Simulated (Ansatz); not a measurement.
# AlH2OF (SMILES [OH][AlH][F]): PBE0/STO-3G

Aim: the electronic atomisation energy of AlH2OF at PBE0/STO-3G, from 5 runs. 

The results are computed with Ansatz 0.2.0.

69 further runs of the same task are left out: 5 that didn't finish, 64 set aside as unsound or not needed.

## (1) The system as given

The species is AlH2OF (5 atoms), meant as a singlet with charge 0. As SMILES, `[OH][AlH][F]`. The shape comes from GFN2-xTB, which is rough for such elements, and wasn't checked as a minimum. This is one conformer, not always the lowest.

Bond lengths: O1–Al2 1.635 Å, Al2–F3 1.650 Å, O1–H4 0.946 Å, Al2–H5 1.492 Å. Angles: O1–Al2–F3 123.4°, O1–Al2–H5 119.8°, F3–Al2–H5 116.9°, Al2–O1–H4 177.6°.

## (2) The energy at PBE0/STO-3G

molecule.yaml reads:

```yaml
basis:
  gaussian:
    orbitals: STO-3G
crystal:
  periodic: [false, false, false]
  atoms:
    - {symbol: O, position_ang: [-1.021720, 0.325810, -0.327270]}
    - {symbol: Al, position_ang: [0.472970, -0.139110, 0.144100]}
    - {symbol: F, position_ang: [0.778780, -1.566900, 0.912060]}
    - {symbol: H, position_ang: [-1.871140, 0.628670, -0.614330]}
    - {symbol: H, position_ang: [1.641100, 0.751530, -0.114560]}
hamiltonian:
  xc: {name: PBE0}
accuracy: high
```

Started as:

```console
$ ansatz run molecule.yaml --threads 1 --pin off --max-ram 2610MiB --events-out events.jsonl --progress --plain --runs-dir runs
```

The log of the run:

```text
Warning: RAYON_NUM_THREADS=1 ignored (pool sized by the plan → 1); use --threads N
Functional definition: PBE0
  name "PBE0"
  parameter a = 0.25
  parameter kappa = 0.804
  parameter beta = 0.06672455060314922
  exchange = (1 - a)*pbe_x(kappa = kappa, mu = beta*pi^2/3) + a*exact_x
  correlation = pbe_c(beta = beta)
377 factors; integrals over basis functions are off by at most 3.2e-8 eV
mean field evaluation 1: about -11236.1647 eV, gradient 2.9e1 eV
mean field evaluation 2: about -11235.6418 eV, gradient 3.4e1 eV
mean field evaluation 4: about -11239.1149 eV, gradient 5.7e-1 eV
mean field evaluation 8: about -11239.0986 eV, gradient 2.3e-3 eV
mean field evaluation 16: about -11239.0986 eV, gradient 2.0e-8 eV
mean field -11239.09855889 eV, -413.0292539048 hartree, gradient 2.0e-8 eV, S^2 0.000000; 0 other end points of the search recorded, 0 dependent functions left out
reference -11239.09856024 eV, -413.0292539540 hartree; 16, 16 occupied and 5, 5 virtual orbitals, 377 factors
Total energy: -11239.09856024 eV, -413.0292539540 hartree
```

It took 0.96 s on 1 thread of Arm Neoverse V2, shared host; peak memory 0.097 GiB.

## (3) The Al atom at the same level

run.yaml reads:

```yaml
crystal:
  periodic: [false, false, false]
  atoms:
    - {symbol: Al, position_ang: [0.000000, 0.000000, 0.000000]}
basis:
  gaussian:
    orbitals: STO-3G
magnetization:
  spin_polarized: true
  initial_magnetization: 1
hamiltonian:
  xc: {name: PBE0}
accuracy: high
```

Run the same way, it converges to -239.20718 Eh (log not shown).

## (4) The F atom at the same level

in.yaml reads:

```yaml
basis:
  gaussian:
    orbitals: STO-3G
crystal:
  periodic: [false, false, false]
  atoms:
    - {symbol: F, position_ang: [0.000000, 0.000000, 0.000000]}
magnetization:
  spin_polarized: true
  initial_magnetization: 1
hamiltonian:
  xc: pbe0
accuracy: high
```

Run the same way, it converges to -98.20282 Eh (log not shown).

## (5) The H atom at the same level

molecule.yaml reads:

```yaml
crystal:
  periodic: [false, false, false]
  atoms:
    - symbol: H
      position_ang: [0.000000, 0.000000, 0.000000]
basis:
  gaussian:
    orbitals: STO-3G
magnetization:
  spin_polarized: true
  initial_magnetization: 1
hamiltonian:
  xc: {name: PBE0}
accuracy: high
```

Started as:

```console
$ ansatz run molecule.yaml --threads 1 --pin off --max-ram 2610MiB --events-out events.jsonl --progress --plain --runs-dir runs
```

The log of the run (excerpt; [...] marks lines left out):

```text
Warning: RAYON_NUM_THREADS=1 ignored (pool sized by the plan → 1); use --threads N
[... 7 set-up lines as earlier in the session ...]
1 factors; integrals over basis functions are off by at most 4.6e-10 eV
mean field evaluation 1: about -12.6944 eV, gradient 0.0e0 eV
mean field evaluation 2: about -12.6944 eV, gradient 0.0e0 eV
mean field -12.69435959 eV, -0.4665091103 hartree, gradient 0.0e0 eV, S^2 0.750000; 0 other end points of the search recorded, 0 dependent functions left out
reference -12.69436041 eV, -0.4665091406 hartree; 1, 0 occupied and 0, 1 virtual orbitals, 1 factors
Total energy: -12.69436041 eV, -0.4665091406 hartree
```

Run time: 0.06 s. Hardware: 1 thread of Arm Neoverse V2, shared host.

## (6) The O atom

job.yaml reads:

```yaml
crystal:
  periodic: [false, false, false]
  atoms:
    - {symbol: O, position_ang: [0.000000, 0.000000, 0.000000]}
basis:
  gaussian:
    orbitals: STO-3G
accuracy: high
hamiltonian:
  xc: pbe0
magnetization:
  spin_polarized: true
  initial_magnetization: 2
```

Run the same way, it converges to -73.97643 Eh (log not shown).

## (7) What came out

Level: PBE0/STO-3G.

```
                     quantity          value
       molecule: total energy  -413.02925 Eh
        Al atom: total energy  -239.20718 Eh
                Al atom: ⟨S²⟩          0.750
         F atom: total energy   -98.20282 Eh
                 F atom: ⟨S²⟩          0.750
         H atom: total energy    -0.46651 Eh
                 H atom: ⟨S²⟩          0.750
         O atom: total energy   -73.97643 Eh
                 O atom: ⟨S²⟩          2.000
electronic atomisation energy      19.315 eV
```

**Reading.** Taking the molecule apart into free atoms costs 19.31 eV (1864 kJ/mol), before zero-point energy and without spin-orbit coupling. In a minimal basis such a difference can be off by several eV, whatever the method.
